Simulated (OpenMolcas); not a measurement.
# C2H2BCl (SMILES ClB1C=C1): levels of theory compared

We compute a comparison of 6 runs (HF/3-21G, B3LYP/6-31G*, BLYP/def2-SVP, PBE0/def2-SVPD, PBE/pcseg-2, CCSD/4-31G) of C2H2BCl. 

The results are computed with OpenMolcas 26.06.

3 further runs of the same task are left out: 3 set aside as unsound or not needed.

## Step 1: The structure to begin with

C2H2BCl: 6 atoms, total charge 0, spin state singlet. As SMILES, `ClB1C=C1`. The coordinates come from a GFN2-xTB relaxation.

Bond lengths: Cl1–B2 1.694 Å, B2–C3 1.488 Å, B2–C4 1.489 Å, C3–C4 1.359 Å, C3–H5 1.071 Å, C4–H6 1.071 Å. Angles: Cl1–B2–C3 152.8°, Cl1–B2–C4 152.9°, C3–B2–C4 54.3°, B2–C3–C4 62.8°, B2–C4–C3 62.8°, B2–C3–H5 160.0°, C4–C3–H5 137.2°, B2–C4–H6 160.0°, C3–C4–H6 137.2°.

## Step 2: Energy and gradient at HF/3-21G (run 1)

calc.input reads:

```
&GATEWAY
  BASLIB = $CurrDir
  BASISSET
  Cl.3-21G....
  Cl1 -1.126480 -0.595050 2.193850 angstrom
  End of Basis
  BASISSET
  B.3-21G....
  B2 -0.375220 -0.197750 0.728810 angstrom
  End of Basis
  BASISSET
  C.3-21G....
  C3 0.397230 0.714240 -0.158430 angstrom
  C4 0.029620 -0.488330 -0.673830 angstrom
  End of Basis
  BASISSET
  H.3-21G....
  H5 0.933090 1.579890 -0.489760 angstrom
  H6 0.141760 -1.013000 -1.600630 angstrom
  End of Basis

&SEWARD

&SCF
  THRESHOLDS = 1e-10 1e-07 1e-07 1e-05
  PRORBITALS = 1

&ALASKA
```

The basis set 3-21G is read from a file made from the Basis Set Exchange's data (not shown).

On the command line:

```bash
$ export MOLCAS_MEM=1860
$ pymolcas calc.input > calc.log
```

Output:

```text
--- Start Module: gateway ---
[...]
--- Stop Module: gateway /rc=_RC_ALL_IS_WELL_ ---
[...]
      Basis functions           44
[...]
--- Start Module: scf ---
[...]
       Convergence after  12 Iterations
[...]
::    Total SCF energy                               -558.2864087186
[...]
      Total spin, S                                     0.0000000000
[...]
      Total electronic charge=   36.000000
      Total            charge=   -0.000000
[...]
      Dipole Moment (debye):
      Origin of the operator (angstrom)=   -0.5183   -0.2737    1.0091
                   X=  1.2566E+00               Y=  6.6325E-01               Z= -2.4458E+00           Total=  2.8286E+00
      Quadrupole Moment (debye*angstrom):
[...]
--- Stop Module: scf /rc=_RC_ALL_IS_WELL_ ---
--- Start Module: alaska ---
[...]
 *              Molecular gradients               *
 **************************************************
  Irreducible representation: a
 ------------------------------------------------------------------------------------------
                              X                       Y                       Z
 ------------------------------------------------------------------------------------------
  CL1               1.70096818399834E-02    8.98463829142138E-03   -3.30765219291944E-02
  B2               -2.50298956935417E-02   -1.32012724202262E-02    4.86265586964688E-02
  C3                3.82880032463095E-03    7.51165550979405E-03   -5.19131930106553E-04
  C4               -3.76296099340867E-04   -5.56706867608625E-03   -6.12449725982867E-03
  H5                2.67941464697641E-03    2.64543789352967E-03   -3.76241319381676E-03
  H6                1.88829498128740E-03   -3.73390598446210E-04   -5.14399438355584E-03
 ------------------------------------------------------------------------------------------
[...]
```

Wall time 2.2 s (1 thread of Arm Neoverse V1, shared host); peak memory 0.38 GiB.

## Step 3: Energy and forces at B3LYP/6-31G(d) (spherical functions) (run 2)

struct.xyz reads:

```xyz
6

Cl    -1.126480    -0.595050     2.193850
B     -0.375220    -0.197750     0.728810
C      0.397230     0.714240    -0.158430
C      0.029620    -0.488330    -0.673830
H      0.933090     1.579890    -0.489760
H      0.141760    -1.013000    -1.600630
```

run.input reads:

```
&GATEWAY
  BasLib=$CurrDir
  Coord=struct.xyz
  Basis=6-31Gs
  Group=NoSym

&SEWARD
  GridInput
  Grid=UltraFine
  End of Grid

&SCF
  KSDFT=B3LYP
  Thresholds=1e-10 1e-07 1e-07 1e-05
  PrOrbitals=0

&ALASKA
```

The basis set 6-31G* is read from a file made from the Basis Set Exchange's data (not shown).

On the command line:

```bash
$ export MOLCAS_MEM=1860
$ pymolcas run.input > run.log
```

Output:

```text
--- Start Module: gateway ---
[...]
--- Stop Module: gateway /rc=_RC_ALL_IS_WELL_ ---
[...]
      Basis functions           64
[...]
--- Start Module: scf ---
[...]
       Convergence after  13 Iterations
[...]
::    Total KS-DFT energy                            -562.4361706089
[...]
      Total spin, S                                     0.0000000000
[...]
      Total electronic charge=   36.000000
      Total            charge=   -0.000000
[...]
      Dipole Moment (debye):
      Origin of the operator (angstrom)=   -0.5183   -0.2737    1.0091
                   X=  8.7545E-01               Y=  4.6223E-01               Z= -1.7036E+00           Total=  1.9703E+00
      Quadrupole Moment (debye*angstrom):
[...]
--- Stop Module: scf /rc=_RC_ALL_IS_WELL_ ---
[...]
--- Start Module: alaska ---
[...]
 *              Molecular gradients               *
 **************************************************
  Irreducible representation: a
 ------------------------------------------------------------------------------------------
                              X                       Y                       Z
 ------------------------------------------------------------------------------------------
  CL1               1.13112667904840E-02    5.97602372728456E-03   -2.19845393731806E-02
  B2               -1.92818582142729E-02   -1.01690881668515E-02    3.74526354436253E-02
  C3                1.00374138997781E-02    1.41890214595026E-02   -8.47084902460171E-03
  C4                3.38922030675270E-03   -7.00150699106317E-03   -1.75329561783624E-02
  H5               -5.05237779489454E-03   -8.92827078052205E-03    2.13247088619228E-03
  H6               -4.03664987874586E-04    5.93382075167059E-03    8.40323824636346E-03
 ------------------------------------------------------------------------------------------
[...]
```

Run time: 17 s. Hardware: 1 thread of Arm Neoverse V1, shared host; peak memory 0.4 GiB.

Runs 3 to 5 aren't shown in full; the table further down has their settings and results.

## Step 4: A single-point energy at CCSD/4-31G (run 6)

job.input reads:

```
&GATEWAY
COORD
6
angstrom
Cl      -1.126480      -0.595050       2.193850
B       -0.375220      -0.197750       0.728810
C        0.397230       0.714240      -0.158430
C        0.029620      -0.488330      -0.673830
H        0.933090       1.579890      -0.489760
H        0.141760      -1.013000      -1.600630
BASIS
4-31G
GROUP
NoSym
&SEWARD
&SCF
PRORBITALS
1 1
&RASSCF
FILEORB
$Project.ScfOrb
SPIN
1
NACTEL
0 0 0
INACTIVE
18
RAS2
0
OUTORBITALS
Canonical
ORBLISTING
Few
&MOTRA
JOBIPH
FROZEN
8
&CCSDT
CCSD
ITERATIONS
50
EXTRAPOLATION
5 4
```

On the command line:

```bash
$ export MOLCAS_MEM=1860
$ pymolcas job.input > job.log
```

Output:

```text
--- Start Module: gateway ---
[...]
--- Stop Module: gateway /rc=_RC_ALL_IS_WELL_ ---
[...]
      Basis functions           44
[...]
       Convergence after  10 Iterations
[...]
::    Total SCF energy                               -560.3978453080
[...]
      Total spin, S                                     0.0000000000
[...]
      Number of active orbitals                  0
[...]
      Spin quantum number                      0.0
[...]
      Active orbitals                            0
[...]
      Number of CSFs                             1
[...]
      Number of root(s) required                 1
[...]
      Convergence after  4 iterations
[...]
      Natural orbitals and occupation numbers for root  1
      ************************************************************************************************************************
      *                                                    Final results                                                     *
      ************************************************************************************************************************
[...]
::    RASSCF root number  1 Total energy:   -560.39784531
[...]
      Total electronic charge=   36.000000
      Total            charge=   -0.000000
[...]
      Dipole Moment (debye):
      Origin of the operator (angstrom)=   -0.5183   -0.2737    1.0091
                   X=  1.1563E+00               Y=  6.1031E-01               Z= -2.2505E+00           Total=  2.6027E+00
      Quadrupole Moment (debye*angstrom):
[...]
--- Start Module: motra ---
[...]
--- Stop Module: motra /rc=_RC_ALL_IS_WELL_ ---
--- Start Module: ccsdt ---
[...]
      Convergence after                    14  Iterations
      Total energy (diff) :    -560.68924011      -0.00000002
[...]
--- Stop Module: ccsdt /rc=_RC_ALL_IS_WELL_ ---
[...]
```

Run time: 3.9 s. Hardware: 1 thread of Arm Neoverse V1, shared host; peak memory 0.38 GiB.

## Step 5: Overview of the runs

| run | level | integration grid | integral approximation | energy (Eh) | dipole moment (D) of the reference | HOMO energy (eV) | LUMO energy (eV) | wall time |
| --- | --- | --- | --- | --- | --- | --- | --- | --- |
| 1 | HF/3-21G | – | none | -558.286409 | 2.83 | -11.04 | 4.02 | 2.2 s |
| 2 | B3LYP/6-31G* (spherical functions) | UltraFine | none | -562.436171 | 1.97 | -7.26 | -0.26 | 17 s |
| 3 | BLYP/def2-SVP | UltraFine | none | -562.169372 | 1.41 | -6.01 | -1.20 | 20 s |
| 4 | PBE0/def2-SVPD | UltraFine | none | -561.954571 | 1.92 | -7.72 | -0.60 | 35 s |
| 5 | PBE/pcseg-2 (RICD fitting) | UltraFine | RICD | -562.171852 | 1.74 | -6.38 | -1.68 | 45 s |
| 6 | CCSD/4-31G | – | none | -560.689240 | 2.60 | -10.86 | 4.15 | 3.9 s |

## Step 6: What came out

| quantity | value |
| --- | --- |
| run 6: total energy | -560.68924 Eh |
| run 6: dipole moment (mean-field density) | 2.60 D |
| run 6: HOMO energy (Hartree–Fock orbitals) | -10.86 eV |
| run 6: LUMO energy (Hartree–Fock orbitals) | 4.15 eV |
| run 6: HOMO–LUMO gap (Hartree–Fock orbitals) | 15.01 eV |
| run 6: correlation energy (8 core orbitals frozen) | -291.4 mEh |

What this shows: Over runs 1, 2, 3, 4, 5 the dipole moment (its size) runs from 1.41 D (BLYP/def2-SVP) to 2.83 D (HF/3-21G). The two ends differ in method and basis. Over runs 1, 2, 3, 4, 5 the HOMO–LUMO gap runs from 4.70 eV (PBE/pcseg-2) to 15.06 eV (HF/3-21G). Totals of different functionals can't be ranked against each other. All runs together took 2 min, the longest 45 s.
